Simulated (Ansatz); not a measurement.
# Ge: the cost of one run

Computed with Ansatz 0.2.0 (DFT LDA, scalar-relativistic, plane waves, PAW, unless a step's input says otherwise).

## Step 1: The structure to begin with

It takes space group I4_1/amd (No. 141, tetragonal). The conventional cell has a = 3.820 Å, b = 3.820 Å, c = 5.841 Å, α = 90.00°, β = 90.00°, γ = 90.00°. Ge (site symmetry -4m2) has 4 Ge at 2.40 Å as nearest neighbours.

As a file:

```
Ge
1.0
     3.81986    0.00000    0.00000
     0.00000    3.81986    0.00000
     0.00000    0.00000    5.84150
Ge
4
Direct
  0.00000 0.00000 0.00000
  0.50000 0.00000 0.25000
  0.50000 0.50000 0.50000
  0.00000 0.50000 0.75000
```

## Step 2: Relaxing cell and atoms: Ge, no spin

Contents of input.yaml:

```yaml
crystal:
  lattice:
    - [3.8198615426, 0.0, 0.0]
    - [0.0, 3.8198615426, 0.0]
    - [0.0, 0.0, 5.8415]
  atoms:
    - { symbol: Ge, position: [0.0, 0.0, 0.0] }
    - { symbol: Ge, position: [0.5, 0.0, 0.25] }
    - { symbol: Ge, position: [0.5, 0.5, 0.5] }
    - { symbol: Ge, position: [0.0, 0.5, 0.75] }
scf:
  occupations: { method: gaussian, width: 0.05 }
output:
  forces: true
  stress: true
  eigenvalues: true
  write_density: true
  write_potential: true
  elf: true
  volumetric_format: npy
hamiltonian:
  xc: lda
kpoints:
  mp_grid: { grid: [10, 10, 7] }
relax:
  f_tol: 0.003
  cell: { stress_tol: 0.02, fix: [a, b, angles] }
```

Command:

```sh
$ ansatz run input.yaml --threads 6 --pin off --max-ram 12288MiB --backend cpu --events-out ev --progress --plain --runs-dir out
```

Q: Estimate wall time and peak memory on 6 threads of Intel Xeon 6975P-C (Granite Rapids), shared host.

About 4.5 s, with a peak of 0.59 GiB.
